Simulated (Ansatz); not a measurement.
# K+ with NH₃: structure and interaction energy

The task here is to estimate one member of a computed series from the others.

Method: PBE0-D4 structure, single points in def2-TZVPPD; program: Ansatz 0.2.0, Gaussian basis.

Levels: PBE-D4, revPBE-D4, BLYP-D4, r2SCAN-D4, B97M-V, PBE0-D4, B3LYP-D4, HSE06-D4, wB97X-V, wB97M-V, B2PLYP, Hartree-Fock, MP2, CCSD, CCSD(T). The reference is CCSD(T) extrapolated to the basis limit. For elements past Ar these valence bases correlate outer-core shells poorly and lack relativity, so that limit is rough.

Correlated methods freeze the cores. The outer core shell of Li, Na, Mg and K is correlated. B3LYP uses VWN-RPA correlation. B2PLYP carries no dispersion term here.

163 further runs of the same task are left out: 163 set aside as unsound or not needed.

**The starting structure**

The pair, from a GFN2-xTB docking trial: 5 atoms, charge 1, spin multiplicity 1.

Atoms are counted from 1 here; the program's logs count them from 0.

Bond lengths: K1–N2 2.889 Å, N2–H3 1.015 Å, N2–H4 1.015 Å, N2–H5 1.017 Å. Angles: K1–N2–H3 114.4°, K1–N2–H4 112.7°, K1–N2–H5 112.7°, H3–N2–H4 105.6°, H3–N2–H5 105.4°, H4–N2–H5 105.3°.

Geometry (Å):

| atom | x (Å) | y (Å) | z (Å) |
| --- | --- | --- | --- |
| K1 | -0.01190 | 0.01680 | -2.55190 |
| N2 | 0.00770 | -0.00130 | 0.33700 |
| H3 | 0.93420 | 0.03440 | 0.75090 |
| H4 | -0.49960 | 0.78170 | 0.73660 |
| H5 | -0.43040 | -0.83170 | 0.72740 |

Atoms 1 to 1 are fragment A (K+), the rest fragment B (NH₃).

The first run:

Contents of pre/in.yaml:

```yaml
crystal:
  periodic: [false, false, false]
  atoms:
    - {symbol: K, position_ang: [-0.011900, 0.016800, -2.551900]}
    - {symbol: N, position_ang: [0.007700, -0.001300, 0.337000]}
    - {symbol: H, position_ang: [0.934200, 0.034400, 0.750900]}
    - {symbol: H, position_ang: [-0.499600, 0.781700, 0.736600]}
    - {symbol: H, position_ang: [-0.430400, -0.831700, 0.727400]}
basis:
  gaussian: {orbitals: def2-SVP}
total_charge: 1
hamiltonian: {xc: pbe, dispersion: d4}
relax: {f_tol: 0.03, max_steps: 250}
```

Command:

```sh
ansatz run in.yaml --threads 2 --pin off --events-out ev --progress --plain --max-ram 5222MiB
```

Steps of the session up to this table: A first relaxation in a small basis; Relaxation at PBE0-D4; wB97X-V/def2-TZVPPD; wB97M-V/def2-TZVPPD; B2PLYP/def2-TZVPPD; B97M-V/def2-TZVPPD; CCSD(T)/def2-TZVPPD; MP2/def2-QZVPPD; Hartree-Fock/STO-3G; SPW92/def2-SVP; wB97M-V/def2-SVP; CCSD(T)/def2-SVP; Vibrations of the pair.

One table of the session follows, with a row left open; its other results are not shown here.

| method | interaction (meV) |
| --- | --- |
| PBE-D4 | -854 |
| revPBE-D4 | -813 |
| BLYP-D4 | -836 |
| r2SCAN-D4 | -830 |
| B97M-V | -826 |
| PBE0-D4 | ? |
| B3LYP-D4 | -856 |
| HSE06-D4 | -860 |
| wB97X-V | -851 |
| wB97M-V | -850 |
| B2PLYP | -823 |
| Hartree-Fock | -787 |
| MP2 | -813 |
| CCSD | -804 |
| CCSD(T) | -804 |
| CCSD(T)/CBS | -850 |

Q: Estimate the row for PBE0-D4 from the others.

As computed: interaction (meV): -861. In the column «interaction (meV)» it is the lowest.
